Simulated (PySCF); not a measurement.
**C₃H₅BO₂: geometry, NMR shifts, spin-spin couplings and electronic excitations**

Aim: predict the NMR shifts, spin-spin couplings and electronic excitations of C₃H₅BO₂ (`C#CB(O)OC`).

Programs: PySCF 2.14.0, with density-fitted response routines of our own. Each step states its level of theory. These are calculated values for one molecule in the gas phase, unless marked as measured. Atoms count from 0, in the outputs and in this text.

## (1) The molecule as given

11 atoms, charge 0, multiplicity 1; geometry from: GFN2-xTB.

Bonds of the start (Å): C0–C1 1.20, C1–B2 1.54, B2–O3 1.35, B2–O4 1.36, O4–C5 1.40, C0–H6 1.05, O3–H7 0.96, C5–H8 1.09, C5–H9 1.09, C5–H10 1.09.

## (2) Optimising the geometry at PBE0-D3(BJ)/def2-SVP

What the job is given:

```
{"job": {"xc": "PBE0", "basis": "def2-SVP", "d3": "d3bj", "grid": 1, "kind": "geom"}, "charge": 0, "multiplicity": 1}
C      2.264046    -0.917404     0.279632
C      1.411657    -0.086248     0.115672
B      0.286207     0.936410    -0.101639
O      0.595408     2.251199    -0.137198
O     -1.020017     0.588207    -0.256995
C     -1.495730    -0.732525    -0.255283
H      3.024468    -1.629766     0.423392
H     -0.163969     2.817779    -0.274833
H     -0.804108    -1.407914     0.254465
H     -2.462294    -0.742811     0.252254
H     -1.630243    -1.074257    -1.285510
```

**Question.** This job is followed by: GIAO PBE0/pcSseg-1 NMR shielding, non-relativistic, gas phase; B3LYP/pcJ-1 indirect spin-spin coupling, non-relativistic, gas phase; TDDFT CAM-B3LYP/def2-SVPD, vertical, gas phase, core orbitals frozen in the response; GIAO B3LYP/pcSseg-2 NMR shielding, non-relativistic, gas phase. Predict these results of the whole session: point group; rotational constants (main isotopes); 13C shifts against TMS (PBE0/pcSseg-1); 1H shifts against TMS (PBE0/pcSseg-1, means over atoms taken as alike); 11B shifts against BF3·OEt2 (PBE0/pcSseg-1); 17O shifts against H2O (PBE0/pcSseg-1); largest coupling of the table (B3LYP/pcJ-1); lowest singlet (CAM-B3LYP/def2-SVPD); brightest single state of those computed; lowest triplet; vertical ionisation energy (ΔSCF); range of the shift of O3.

**Answer**, as computed:

```
                                                              quantity                        value
                                                           point group                           Cs
                                  rotational constants (main isotopes)         4.37, 3.24, 1.88 GHz
                                13C shifts against TMS (PBE0/pcSseg-1)         98.5, 84.7, 55.2 ppm
1H shifts against TMS (PBE0/pcSseg-1, means over atoms taken as alike)         3.87, 3.79, 2.35 ppm
                           11B shifts against BF3·OEt2 (PBE0/pcSseg-1)                     19.7 ppm
                                17O shifts against H2O (PBE0/pcSseg-1)             126.3, 111.3 ppm
                           largest coupling of the table (B3LYP/pcJ-1)      1J(C,H) C0–H6, 262.9 Hz
                                  lowest singlet (CAM-B3LYP/def2-SVPD)  5.63 eV (220 nm), f = 0.000
                              brightest single state of those computed  state 7, 7.96 eV, f = 0.087
                                                        lowest triplet                      4.79 eV
                                     vertical ionisation energy (ΔSCF)                     10.74 eV
                                              range of the shift of O3           121.1 to 126.3 ppm
```

Over 10 steps the energy fell by 0.039 eV; of the close pairs, C0–H6 changed most, 1.052 to 1.075 Å. The most deshielded hydrogen is H8, H9, H10 (mean) (hydrogen on a methyl carbon bonded to O), at 3.87 ppm: its carbon carries O, which withdraws density. In the run at B3LYP/pcJ-1, the largest coupling of the table is C0–H6, 262.9 Hz, of which the Fermi-contact term gives 263.8 Hz. Couplings across rotatable bonds belong to this one conformer; where others are populated, the observed values are averages. The lowest singlet, at 5.63 eV, is HOMO→LUMO 0.95 and is dark; of the 10 states computed, the strongest absorption comes from state 7 at 7.96 eV. The lowest triplet lies 0.85 eV below the lowest singlet (triplets in Tamm-Dancoff, singlets in full TDDFT). ΔSCF puts the ionisation energy at 10.74 eV, 1.07 eV above −ε(HOMO). In this run the hole sits in HOMO−1, not in the HOMO; unless the two are degenerate, this need not be the first ionisation. In ppm, O3 moves most: its shift spreads over 5.2 ppm, from 121.1 (B3LYP/pcSseg-2) to 126.3 (PBE0/pcSseg-1).
